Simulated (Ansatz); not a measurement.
# C2H5BFNSi, SMILES F[SiH]1BC=CN1: a single point from an input written key by key

Program: Ansatz 0.2.0 through its Python package.

Notebook, run cell by cell (the value of a cell's last expression is shown):

**Cell 1**
```python
import ansatz as az
```

**Cell 2**
```python
deck = {
    "crystal": {
        "periodic": [False, False, False],
        "atoms": [
            {"symbol": "F", "position_ang": [-1.0588, -2.1939, -1.1618]},
            {"symbol": "Si", "position_ang": [0.1954, -1.2694, -0.5766]},
            {"symbol": "B", "position_ang": [-0.1442, -0.6672, 1.1941]},
            {"symbol": "C", "position_ang": [-0.1422, 0.8933, 1.081]},
            {"symbol": "C", "position_ang": [-0.0618, 1.3462, -0.1741]},
            {"symbol": "N", "position_ang": [0.1699, 0.4163, -1.1986]},
            {"symbol": "H", "position_ang": [1.5301, -1.9112, -0.7768]},
            {"symbol": "H", "position_ang": [-0.1951, -1.2925, 2.1855]},
            {"symbol": "H", "position_ang": [-0.3954, 1.5475, 1.9736]},
            {"symbol": "H", "position_ang": [-0.1147, 2.4143, -0.346]},
            {"symbol": "H", "position_ang": [0.2821, 0.6597, -2.1797]},
        ],
    },
    "basis": {"gaussian": {"orbitals": "cc-pVDZ"}},
    "hamiltonian": {"xc": "hf"},
}
session = az.Session.from_dict(deck)
report = session.plan(threads=1).execute().report
```

**Cell 3**
```python
print("reference energy %16.6f eV" % report["reference_energy_ev"])
print("total energy     %16.6f eV" % report["free_energy_ev"])
print("occupied orbitals outside the frozen core (up, down):", report["n_occupied"], " frozen:", report["n_frozen"], " virtual:", report["n_virtual"])
symbols = ["F", "Si", "B", "C", "C", "N", "H", "H", "H", "H", "H"]
state = report["mean_field"]["state"]
print(f"mean field: {state['energy']['hartree']:.7f} Ha, <S^2> = {abs(state['spin_squared']):.4f}, stability: {state.get('stability', {}).get('kind')}")
```
Output:
```text
reference energy    -14862.825773 eV
total energy        -14862.825773 eV
occupied orbitals outside the frozen core (up, down): [26, 26]  frozen: 0  virtual: [87, 87]
mean field: -546.1987728 Ha, <S^2> = 0.0000, stability: minimum
```

What to keep in mind:
- Total energies depend on the basis set; only differences at equal settings carry meaning.
- The geometry is a force-field or estimated start, not a minimum of this method, and the basis set is short of its limit.
- It ran for 1.9 s on 1 thread of Arm Neoverse V1 (shared host), peak memory 0.25 GiB.
